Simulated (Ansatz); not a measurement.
# CH₄SeSi (SMILES C[SiH]=[Se]): a rigid scan of the bond length C1–H4

One table from this session's results is given with a row withheld; the runs are named, their logs left out.

Method: single points in def2-TZVPP; program: Ansatz 0.2.0, Gaussian basis.

Levels: PBE-D4, r2SCAN-D4, PBE0-D4, B3LYP-D4, wB97M-V, Hartree-Fock, MP2, CCSD, CCSD(T). The scan takes 0.941, 0.974, 1.021, 1.076, 1.137, 1.203, 1.273, 1.346, 1.423 Å.

Cores are frozen in the correlated methods. Filled d shells of the heavier atoms are correlated. B3LYP uses VWN-RPA correlation.

172 further runs of the same task are left out: 172 set aside as unsound or not needed.

### The system as given

The minimum, relaxed at PBE0-D4: 7 atoms, charge 0, spin multiplicity 1.

Atoms are counted from 1 here; the program's logs count them from 0.

Bond lengths: C1–Si2 1.854 Å, C1–H4 1.095 Å, C1–H5 1.090 Å, C1–H6 1.095 Å, Si2–Se3 2.076 Å, Si2–H7 1.488 Å. Angles: Si2–C1–H4 109.7°, Si2–C1–H5 111.3°, Si2–C1–H6 109.7°, H4–C1–H5 109.5°, H4–C1–H6 107.1°, H5–C1–H6 109.4°, C1–Si2–Se3 127.3°, C1–Si2–H7 109.6°, Se3–Si2–H7 123.1°.

Coordinates:

```mol
CH4SeSi
  3D, bonds by distance, orders not assigned

  7  6  0  0  0  0  0  0  0  0999 V2000
   -0.7245    0.4457   -0.2415 C   0  0
    0.8272   -0.4492    0.2379 Si  0  0
    0.9809   -2.1958    1.3490 Se  0  0
   -0.6949    1.4692    0.1459 H   0  0
   -1.6087   -0.0623    0.1424 H   0  0
   -0.7887    0.5153   -1.3321 H   0  0
    2.0088    0.2771   -0.3016 H   0  0
  1  2  8  0
  1  4  8  0
  1  5  8  0
  1  6  8  0
  2  3  8  0
  2  7  8  0
M  END
```

Energies of the minimum (eV), from earlier single points: PBE-D4 -74315.47821, r2SCAN-D4 -74329.12466, PBE0-D4 -74318.49110, B3LYP-D4 -74332.67946, wB97M-V -74325.78712, CCSD(T) -74277.11703.

At the minimum the bond length C1–H4 is 1.095 Å.

The first run:

File pbe-tzvpp/in.yaml:

```yaml
crystal:
  periodic: [false, false, false]
  atoms:
    - {symbol: C, position_ang: [-0.724481, 0.445696, -0.241468]}
    - {symbol: Si, position_ang: [0.827184, -0.449185, 0.237865]}
    - {symbol: Se, position_ang: [0.980870, -2.195829, 1.349012]}
    - {symbol: H, position_ang: [-0.699081, 1.325447, 0.091510]}
    - {symbol: H, position_ang: [-1.608743, -0.062280, 0.142350]}
    - {symbol: H, position_ang: [-0.788734, 0.515344, -1.332083]}
    - {symbol: H, position_ang: [2.008825, 0.277076, -0.301594]}
basis:
  gaussian: {orbitals: def2-TZVPP}
hamiltonian: {xc: pbe, dispersion: d4}
output: {forces: true}
```

r2scan-tzvpp/in.yaml, as changes to pbe-tzvpp/in.yaml:

```diff
-hamiltonian: {xc: pbe, dispersion: d4}
+hamiltonian: {xc: r2scan, dispersion: d4}
```

pbe0-tzvpp/in.yaml:

```diff
-hamiltonian: {xc: pbe, dispersion: d4}
-output: {forces: true}
+hamiltonian: {xc: pbe0, dispersion: d4}
+output: {forces: true, orbitals: {seedname: orbitals}}
```

b3lyp-tzvpp/in.yaml:

```diff
-hamiltonian: {xc: pbe, dispersion: d4}
+hamiltonian: {xc: {name: B3LYP}, dispersion: d4}
```

wb97mv-tzvpp/in.yaml:

```diff
-hamiltonian: {xc: pbe, dispersion: d4}
-output: {forces: true}
+hamiltonian: {xc: {name: wB97M-V}}
```

ccsdt-tzvpp/in.yaml:

```diff
-hamiltonian: {xc: pbe, dispersion: d4}
-output: {forces: true}
+correlation: {method: ccsd_t}
```

One command serves all of them, each in its own folder.

Run with:

```
> ansatz run in.yaml --threads 2 --pin off --events-out ev --progress --plain --max-ram 4352MiB
```

Steps of the session up to this table: C1–H4 = 0.941 Å; C1–H4 = 0.974 Å; C1–H4 = 1.021 Å; C1–H4 = 1.076 Å; C1–H4 = 1.137 Å; C1–H4 = 1.203 Å; C1–H4 = 1.273 Å; C1–H4 = 1.346 Å; C1–H4 = 1.423 Å.

One table of the session follows, with a row left open; its other results are not shown here.

Energies less that of the minimum at the same level (kJ/mol):

| bond length (Å) | PBE-D4 | PBE0-D4 | B3LYP-D4 | wB97M-V | Hartree-Fock |
| --- | --- | --- | --- | --- | --- |
| 0.941 | 53.4 | 50.5 | 49.1 | 49.0 | 47.2 |
| 0.974 | ? | ? | ? | ? | ? |
| 1.021 | 11.3 | 9.7 | 9.3 | 9.2 | 7.9 |
| 1.076 | 0.9 | 0.5 | 0.5 | 0.4 | 0.0 |
| 1.095 (minimum) | 0.0 | 0.0 | 0.0 | 0.0 | 0.0 |
| 1.137 | 1.7 | 2.7 | 2.8 | 3.0 | 3.9 |
| 1.203 | 12.8 | 15.5 | 15.3 | 16.0 | 18.6 |
| 1.273 | 32.4 | 36.9 | 36.3 | 37.7 | 42.5 |
| 1.346 | 57.9 | 64.6 | 63.0 | 65.9 | 73.1 |
| 1.423 | 87.9 | 97.1 | 94.0 | 99.2 | 109.2 |

Estimate the missing values for bond length (Å) = 0.974.

Worked estimate for «PBE-D4». A straight line through the neighbours (0.941, 53.4) and (1.021, 11.3) gives 53.4 + (11.3 − 53.4) × (0.974 − 0.941) / (1.021 − 0.941) = 36.0; a parabola fitted to 3 rows on both sides gives 32.2.

**Answer.** PBE-D4: 31.4; PBE0-D4: 29.0; B3LYP-D4: 28.1; wB97M-V: 27.9; Hartree-Fock: 26.2. In «PBE-D4» the line misses by +4.6 and the parabola by +0.8.

Caveats from the session: A polynomial through the near points puts the CCSD(T) minimum 0.001 Å below the PBE0-D4 value.
